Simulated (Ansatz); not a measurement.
# doublet C2H7NSi+: U-r2SCAN/def2-SVP

Wanted: a single-point energy of doublet C2H7NSi+. 

The calculation is run with Ansatz 0.2.0.

61 further runs of the same task are left out: 61 set aside as unsound or not needed.

## Step 1: The system as given

The species is C2H7NSi+ (11 atoms), meant as a doublet with charge +1. SMILES of the parent species: `NC1C[SiH2]1`. The coordinates come from a PBE0-D4/def2-TZVP relaxation. This is one conformer, not always the lowest. That shape belongs to the parent species and isn't relaxed for this state.

Bond lengths: N1–C2 1.437 Å, C2–C3 1.539 Å, C2–Si4 1.862 Å, C3–Si4 1.848 Å, N1–H5 1.011 Å, N1–H6 1.014 Å, C2–H7 1.094 Å, C3–H8 1.085 Å, C3–H9 1.086 Å, Si4–H10 1.479 Å, Si4–H11 1.476 Å. Some angles: N1–C2–C3 114.5°, N1–C2–Si4 118.4°, C3–C2–Si4 65.0°, C2–C3–Si4 65.9°, C2–Si4–C3 49.0°, N1–C2–H7 118.0°, C3–C2–H7 113.0°, Si4–C2–H7 116.4°, C2–N1–H5 111.6°, C2–N1–H6 111.3°.

## Step 2: The energy at U-r2SCAN/def2-SVP

File run.yaml:

```yaml
basis:
  gaussian: {orbitals: def2-SVP}
crystal:
  periodic: [false, false, false]
  atoms:
    - symbol: N
      position_ang: [-1.337200, 0.826100, -0.314200]
    - symbol: C
      position_ang: [0.048100, 0.587400, -0.015100]
    - symbol: C
      position_ang: [0.296100, -0.519700, 1.025200]
    - symbol: Si
      position_ang: [0.845000, -0.955900, -0.685100]
    - symbol: H
      position_ang: [-1.450400, 1.288300, -1.206000]
    - symbol: H
      position_ang: [-1.774000, 1.401500, 0.397500]
    - symbol: H
      position_ang: [0.701400, 1.454200, 0.118600]
    - symbol: H
      position_ang: [1.025100, -0.311700, 1.801300]
    - symbol: H
      position_ang: [-0.607900, -0.997000, 1.390600]
    - symbol: H
      position_ang: [2.288700, -0.939900, -1.005500]
    - symbol: H
      position_ang: [0.030300, -1.890100, -1.486800]
total_charge: 1
magnetization: {spin_polarized: true, initial_magnetization: 1}
hamiltonian: {xc: {name: r2SCAN}}
accuracy: high
output: {orbitals: {seedname: orbitals}}
```

The run is started by

```
$ ansatz run run.yaml --threads 1 --pin off --max-ram 3480MiB --events-out events.jsonl --progress --plain --runs-dir runs
```

What values should one expect? Wanted: total energy; HOMO energy; LUMO energy; ⟨S²⟩.

Computed results:

At U-r2SCAN/def2-SVP:

| quantity | value |
| --- | --- |
| total energy | -424.01065 Eh |
| HOMO energy (highest over α and β) | -12.40 eV |
| LUMO energy (lowest over α and β) | -11.19 eV |
| ⟨S²⟩ | 0.754 |
